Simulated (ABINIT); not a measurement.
# AlCu2 (P4/mmm) in ABINIT: single point with PBEsol

Aim: the single point of AlCu2 with PBEsol.

All numbers are computed with ABINIT 10.8.3 (patched build); they aren't measurements. Logs are shortened: lines on timing, memory, paths and dates and some standing lists are left out, and cuts for length are marked. The log counts tension as positive stress, the text compression.

### 1 The cell of the first run

Symmetry: P4/mmm, No. 123, tetragonal system. The conventional cell has a = 2.711 Å, b = 2.711 Å, c = 5.949 Å, α = 90.00°, β = 90.00°, γ = 90.00°. Around Al (site symmetry 4/mmm) lie 2 Cu at 1.84 Å. Around Cu (site symmetry 4mm) lie 1 Al at 1.84 Å.

The cell was built by a generator and needn't be a form met in nature.

### 2 Single point, PBEsol (cell squeezed)

run.abi

```
pp_dirpath "./"
pseudos "Al.upf, Cu.upf"

acell 5.1221763977 5.1221763977 11.2421513919
rprim
     1.0000000000     0.0000000000     0.0000000000
     0.0000000000     1.0000000000     0.0000000000
     0.0000000000     0.0000000000     1.0000000000
ntypat 2
znucl 13 29
natom 3
typat 1 2 2
xred
     0.0000000000     0.0000000000     0.5000000000
     0.0000000000     0.0000000000     0.8091535500
     0.0000000000     0.0000000000     0.1908464500
chkprim 0
chksymtnons 0
tolsym 1.0e-6

ecut 42.0

kptopt 1
ngkpt 8 8 4
nshiftk 1
shiftk 0.0 0.0 0.0

ixc -116133

nband 25
occopt 3
tsmear 0.00183747

nstep 100
tolvrs 1.0e-10

iomode 3
prtwf 0
prteig 0
prtebands 0
prtden 1
prtvha 1
prtvclmb 1
prtpot 1
prtelf 1
```

Potentials or basis: PseudoDojo NC SR PBEsol v0.4.1 standard.

Started as:

```bash
$ mpirun --bind-to none -np 4 abinit run.abi > log 2>&1
```

run.abo:

```text
.Version 10.8.3 of ABINIT
 Symmetries : space group P4/m m m (#123); Bravais tP (primitive tetrag.)
================================================================================
 Values of the parameters that define the memory need of the present run
     intxc =       0    ionmov =       0      iscf =       7    lmnmax =       6
     lnmax =       6     mgfft =      72  mpssoang =       3    mqgrid =    3280
     natom =       3  nloc_mem =       1    nspden =       1   nspinor =       1
    nsppol =       1      nsym =      16    n1xccc =    2501    ntypat =       2
    occopt =       3   xclevel =       2
       mpw =        3861          nfft =       64800          nkpt =          45
================================================================================
================================================================================

--------------------------------------------------------------------------------
------------- Echo of variables that govern the present computation ------------
--------------------------------------------------------------------------------
 -outvars: echo values of preprocessed input variables --------
            acell      5.1221763977E+00  5.1221763977E+00  1.1242151392E+01 Bohr
              amu      2.69815390E+01  6.35460000E+01
          chkprim           0
      chksymtnons           0
             ecut      4.20000000E+01 Hartree
              ixc     -116133
         kptrlatt        8    0    0      0    8    0      0    0    4
          kptrlen      4.09774112E+01
            natom           3
            nband          25
            ngfft          30      30      72
             nkpt          45
            nstep         100
             nsym          16
           ntypat           2
           occopt           3
        prtebands           0
           prteig           0
           prtelf           1
           prtpot           1
         prtvclmb           1
           prtvha           1
            prtwf           0
          spgroup         123
           tolsym      1.00000000E-06
           tolvrs      1.00000000E-10
           tsmear      1.83747000E-03 Hartree
            typat      1  2  2
           xangst      0.0000000000E+00  0.0000000000E+00  2.9745451570E+00
                       0.0000000000E+00  0.0000000000E+00  4.8137275469E+00
                       0.0000000000E+00  0.0000000000E+00  1.1353627672E+00
            xcart      0.0000000000E+00  0.0000000000E+00  5.6210756959E+00
                       0.0000000000E+00  0.0000000000E+00  9.0966267084E+00
                       0.0000000000E+00  0.0000000000E+00  2.1455246835E+00
             xred      0.0000000000E+00  0.0000000000E+00  5.0000000000E-01
                       0.0000000000E+00  0.0000000000E+00  8.0915355000E-01
                       0.0000000000E+00  0.0000000000E+00  1.9084645000E-01
            znucl       13.00000   29.00000

[... 126 lines left out ...]
       0.000000000000      0.000000000000      0.500000000000
       0.000000000000      0.000000000000      0.809153550000
       0.000000000000      0.000000000000      0.190846450000
 rms dE/dt=  7.0660E-01; max dE/dt=  1.4989E+00; dE/dt below (all hartree)
    1       0.000000000000      0.000000000000      0.000000000000
    2       0.000000000000      0.000000000000     -1.498922908192
    3       0.000000000000      0.000000000000      1.498922908192

 cartesian coordinates (angstrom) at end:
    1      0.00000000000000     0.00000000000000     2.97454515703949
    2      0.00000000000000     0.00000000000000     4.81372754690763
    3      0.00000000000000     0.00000000000000     1.13536276717136

 cartesian forces (hartree/bohr) at end:
    1     -0.00000000000000    -0.00000000000000    -0.00000000000000
    2     -0.00000000000000    -0.00000000000000     0.13333061048009
    3     -0.00000000000000    -0.00000000000000    -0.13333061048009
 frms,max,avg= 6.2852653E-02 1.3333061E-01   0.000E+00  0.000E+00  0.000E+00 h/b

 cartesian forces (eV/Angstrom) at end:
    1     -0.00000000000000    -0.00000000000000    -0.00000000000000
    2     -0.00000000000000    -0.00000000000000     6.85613565341623
    3     -0.00000000000000    -0.00000000000000    -6.85613565341623
 frms,max,avg= 3.2320133E+00 6.8561357E+00   0.000E+00  0.000E+00  0.000E+00 e/A
 length scales=  5.122176397700  5.122176397700 11.242151391900 bohr
              =  2.710539018049  2.710539018049  5.949090314079 angstroms
 Fermi (or HOMO) energy (hartree) =   0.28424   Average Vxc (hartree)=  -0.42084
 Eigenvalues (hartree) for nkpt=  45  k points:
 kpt#   1, nband= 25, wtk=  0.00391, kpt=  0.0000  0.0000  0.0000 (reduced coord)
  -3.86703   -3.86657   -2.32254   -2.31853   -2.30121   -2.30121   -2.30086   -2.30086
  -0.08223    0.08898    0.09786    0.12125    0.13592    0.14017    0.14638    0.14914
   0.14914    0.17169    0.17169    0.19236    0.19540    0.55946    0.60471    0.60492
   0.62145
      occupation numbers for kpt#   1
   2.00000    2.00000    2.00000    2.00000    2.00000    2.00000    2.00000    2.00000
   2.00000    2.00000    2.00000    2.00000    2.00000    2.00000    2.00000    2.00000
   2.00000    2.00000    2.00000    2.00000    2.00000    0.00000    0.00000    0.00000
   0.00000
 prteigrs : prtvol=0 or 1, do not print more k-points.

--- !EnergyTerms
iteration_state     : {dtset: 1, }
comment             : Components of total free energy in Hartree
kinetic             :  1.75013715153277E+02
hartree             :  1.56422805562697E+02
xc                  : -4.73753265875062E+01
Ewald energy        : -1.93025953666958E+02
psp_core            :  6.10987679808525E+00
local_psp           : -4.11953366694602E+02
non_local_psp       : -6.62444361666712E+01
internal            : -3.81052685601678E+02
'-kT*entropy'       : -5.67129907231041E-04
total_energy        : -3.81053252731585E+02
total_energy_eV     : -1.03689872403666E+04
band_energy         : -3.94900535519941E+01
...

 Cartesian components of stress tensor (hartree/bohr^3)
  sigma(1 1)=  3.33696809E-04  sigma(3 2)=  0.00000000E+00
  sigma(2 2)=  3.33696809E-04  sigma(3 1)=  0.00000000E+00
  sigma(3 3)= -3.80400449E-03  sigma(2 1)=  0.00000000E+00

-Cartesian components of stress tensor (GPa)         [Pressure=  3.0761E+01 GPa]
- sigma(1 1)=  9.81769907E+00  sigma(3 2)=  0.00000000E+00
- sigma(2 2)=  9.81769907E+00  sigma(3 1)=  0.00000000E+00
- sigma(3 3)= -1.11917676E+02  sigma(2 1)=  0.00000000E+00

== END DATASET(S) ==============================================================
================================================================================

 -outvars: echo values of variables after computation  --------
            acell      5.1221763977E+00  5.1221763977E+00  1.1242151392E+01 Bohr
           etotal     -3.8105325273E+02
            fcart     -0.0000000000E+00 -0.0000000000E+00 -0.0000000000E+00
                      -0.0000000000E+00 -0.0000000000E+00  1.3333061048E-01
                      -0.0000000000E+00 -0.0000000000E+00 -1.3333061048E-01
           strten      3.3369680890E-04  3.3369680890E-04 -3.8040044878E-03
                       0.0000000000E+00  0.0000000000E+00  0.0000000000E+00
           xangst      0.0000000000E+00  0.0000000000E+00  2.9745451570E+00
                       0.0000000000E+00  0.0000000000E+00  4.8137275469E+00
                       0.0000000000E+00  0.0000000000E+00  1.1353627672E+00
             xred      0.0000000000E+00  0.0000000000E+00  5.0000000000E-01
                       0.0000000000E+00  0.0000000000E+00  8.0915355000E-01
                       0.0000000000E+00  0.0000000000E+00  1.9084645000E-01
 Calculation completed.
```

Wall time 44 s (4 MPI ranks of Intel Xeon 6975P-C (Granite Rapids), shared host); peak memory 0.32 GiB.

Results:

```yaml
Free_energy: -10368.9872 eV
Pressure: 30.8 GPa
Largest_force: 6.856 eV/Å
Band_gap_on_the_k_mesh: none (metal or under the smearing width)
Valence_electrons_inside_the_program's_atomic_spheres: Al 1.30; Cu 17.47
```

Forces in eV/Å, atoms in the order of the input:
```
Al   0.000  0.000  0.000
Cu   0.000  0.000  6.856
Cu   0.000  0.000 -6.856
```

Stress tensor (GPa, compression positive):
```
 -9.82   0.00   0.00
  0.00  -9.82   0.00
  0.00   0.00 111.92
```
